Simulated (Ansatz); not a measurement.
# FeCu: the cost of one run

Program: Ansatz 0.2.0. Level of theory: DFT PBE, with the methods named in each step. These are calculated values, not measurements.

## (1) The system as given

It takes space group Cmmm (No. 65, orthorhombic). The conventional cell has a = 2.877 Å, b = 3.976 Å, c = 4.138 Å, α = 90.00°, β = 90.00°, γ = 90.00°. Around Fe (site symmetry mmm) lie 4 Fe at 2.45 Å and 4 Cu at 2.52 Å. Around Cu (site symmetry mmm) lie 4 Cu at 2.45 Å and 4 Fe at 2.52 Å.

Coordinates:

```
Fe Cu
1.0
     1.43827   -1.98793    0.00000
     1.43827    1.98793    0.00000
     0.00000    0.00000    4.13814
Fe Cu
1 1
Direct
  0.00000 0.00000 0.00000
  0.50000 0.50000 0.50000
```

Atoms are numbered in the order of the input: Fe1, Cu2.

## (2) Collinear moments without spin-orbit coupling, PAW

Contents of input.yaml:

```yaml
crystal:
  lattice:
    - [1.438272, -1.987934, 0.0]
    - [1.438272, 1.987934, 0.0]
    - [0.0, 0.0, 4.138135]
  atoms:
    - { symbol: Fe, position: [0.0, 0.0, 0.0], spin: 3.0 }
    - { symbol: Cu, position: [0.5, 0.5, 0.5] }
magnetization:
  spin_polarized: true
kpoints:
  mp_grid: { grid: [9, 9, 5] }
scf:
  occupations: { method: fermi_dirac, width: 0.05 }
  lower_state_search: "off"
hamiltonian:
  xc: pbe
  pseudopotentials: { kind: paw }
output:
  forces: true
  stress: true
  eigenvalues: true
```

Command:

```console
ansatz run input.yaml --threads 3 --pin off --max-ram 6144MiB --backend cpu --events-out ev --progress --plain --runs-dir out
```

**Question.** How long does this run take on 3 threads of Arm Neoverse V2, shared host, and how much memory does it need?

About 3.2 s, with a peak of 0.34 GiB.
